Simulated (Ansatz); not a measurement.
# HgTe: the cost of one run

Computed with Ansatz 0.2.0 (DFT r2SCAN, scalar-relativistic, plane waves, PAW, unless a step's input says otherwise).

2 further runs of the same task are left out: 1 that didn't finish, 1 set aside as unsound or not needed.

## (1) The system as given

It takes space group F-43m (No. 216, cubic). The conventional cell has a = 6.571 Å, b = 6.571 Å, c = 6.571 Å, α = 90.00°, β = 90.00°, γ = 90.00°. Hg (site symmetry -43m) is surrounded by 4 Te at 2.85 Å. Te (site symmetry -43m) is surrounded by 4 Hg at 2.85 Å.

As a file:

```
Hg Te
1.0
     0.00000    3.28550    3.28550
     3.28550    0.00000    3.28550
     3.28550    3.28550    0.00000
Hg Te
1 1
Direct
  0.00000 0.00000 0.00000
  0.25000 0.25000 0.25000
```

This cell was relaxed beforehand with the same method: volume 35.47 Å³/atom, gap on the mesh none (metal).

## (2) Building the strip chain

A free-standing chain of the crystal's atoms, periodic along c. Atoms and period relax; energies count from the bulk, -10411.5222 eV an atom.

The cell holds 1 Hg, 1 Te: a = 11.300 Å, b = 9.300 Å, c = 2.714 Å, α = 90.00°, β = 90.00°, γ = 90.00°.

## (3) Relaxation

Pressure and volume refer to the whole cell with its vacuum; only the period along c may change.

The input, input.yaml:

```yaml
crystal:
  lattice:
    - [11.3, 0.0, 0.0]
    - [0.0, 9.3, 0.0]
    - [0.0, 0.0, 2.7144428044]
  atoms:
    - { symbol: Hg, position: [0.3980214341, 0.5, 0.0], spin: 0.5 }
    - { symbol: Te, position: [0.6019785659, 0.5, 0.5], spin: 0.5 }
basis:
  ecutwfc: 500
kpoints:
  mp_grid: { grid: [1, 1, 24] }
hamiltonian:
  xc: r2scan
scf:
  occupations: { method: gaussian, width: 0.05 }
output:
  forces: true
  stress: true
  eigenvalues: true
  populations: true
  write_density: true
  write_potential: true
  elf: true
  volumetric_format: npy
magnetization:
  spin_polarized: true
relax:
  adjacent_minimum: "off"
  f_tol: 0.01
  max_steps: 45
  cell: { fix: [a, b, alpha, beta, gamma], stress_tol: 0.03 }
```

Started as:

```
> ansatz run input.yaml --threads 2 --pin off --max-ram 5120MiB --backend cpu --events-out ev --progress --plain --runs-dir out
```

What time and memory should one allow on 2 threads of Intel Xeon 6975P-C (Granite Rapids), shared host?

About 3.1 min, with a peak of 1.3 GiB.
